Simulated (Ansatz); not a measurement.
## BH2O2Te, SMILES OB(O)[Te]: a rigid scan of one bond length, step by step

Computed with Ansatz 0.2.0, Python API.

The cells in order, each with its output:

```python
import warnings

import ansatz
import numpy as np
```

```python
warnings.simplefilter("ignore", ansatz.DeckWarning)

geometry = (
    ansatz.Crystal.molecule()
    .atom("O", (-0.4868, 1.2713, -0.0079))
    .atom("B", (-0.3413, -0.133, 0.0081))
    .atom("O", (0.2563, -0.7579, 1.154))
    .atom("Te", (-0.9331, -1.3605, -1.699))
    .atom("H", (0.2906, 1.6651, -0.4561))
    .atom("H", (1.2563, -0.7491, 0.9547))
)

symbols = [site.symbol for site in geometry.cartesian_sites]
start = np.array([site.position_ang for site in geometry.cartesian_sites])
axis = (start[0] - start[1]) / np.linalg.norm(start[0] - start[1])
moving = [0, 4]
lengths, energies = [1.242, 1.299, 1.355, 1.412, 1.468, 1.525, 1.581, 1.666], []
for length in lengths:
    xyz = start.copy()
    xyz[moving] += (length - np.linalg.norm(start[0] - start[1])) * axis
    point = ansatz.Crystal.molecule()
    for symbol, xyz in zip(symbols, xyz):
        point = point.atom(symbol, xyz.tolist())
    model = (
        point.calculation()
        .basis(gaussian="def2-SVP")
        .functional("b3lyp", dispersion="d3bj")
        .spin("collinear", total=1)
    )
    rep = model.run(threads=1).report
    energies.append(rep["free_energy_ev"])
    print(f"r = {length:6.3f} A  E = {energies[-1]:.5f} eV  <S^2> = {abs(rep['mean_field']['state']['spin_squared']):.3f}")
```

    r =  1.242 A  E = -12096.35311 eV  <S^2> = 0.752
    r =  1.299 A  E = -12096.67050 eV  <S^2> = 0.752
    r =  1.355 A  E = -12096.79036 eV  <S^2> = 0.752
    r =  1.412 A  E = -12096.77217 eV  <S^2> = 0.752
    r =  1.468 A  E = -12096.65636 eV  <S^2> = 0.752
    r =  1.525 A  E = -12096.46909 eV  <S^2> = 0.752
    r =  1.581 A  E = -12096.23889 eV  <S^2> = 0.752
    r =  1.666 A  E = -12095.83717 eV  <S^2> = 0.753

```python
# quartic fit about the minimum
fit = np.polynomial.Polynomial.fit(lengths, np.array(energies) - min(energies), 4).convert()
roots = [r.real for r in fit.deriv().roots() if abs(r.imag) < 1e-9 and fit.deriv(2)(r.real) > 0]
r_e = min(roots, key=lambda r: abs(r - lengths[int(np.argmin(energies))]))
print(f"minimum of the fit at {r_e:.4f} A, force constant {fit.deriv(2)(r_e):.2f} eV/A^2")
```

    minimum of the fit at 1.3743 A, force constant 39.23 eV/A^2

Notes:
- Total energies depend on the basis set; only differences at equal settings carry meaning.
- The rest of the molecule is held rigid at a force-field or estimated start geometry, and the basis set is modest; single-reference methods fail as a bond breaks.
- def2 sets replace the cores of elements past krypton by effective core potentials.
- The species is open-shell (spin multiplicity 2).
- b3lyp holds the VWN-RPA fit, as in Gaussian; the form of ORCA and Turbomole is b3lyp5.
- Spin-orbit coupling of the heavy open-shell atom is left out.
- The whole script took 48 s on 1 thread of Arm Neoverse V1, with other jobs on the host, peak memory 0.27 GiB.

(Lines on the test bed's own set-up are left out of the output.)
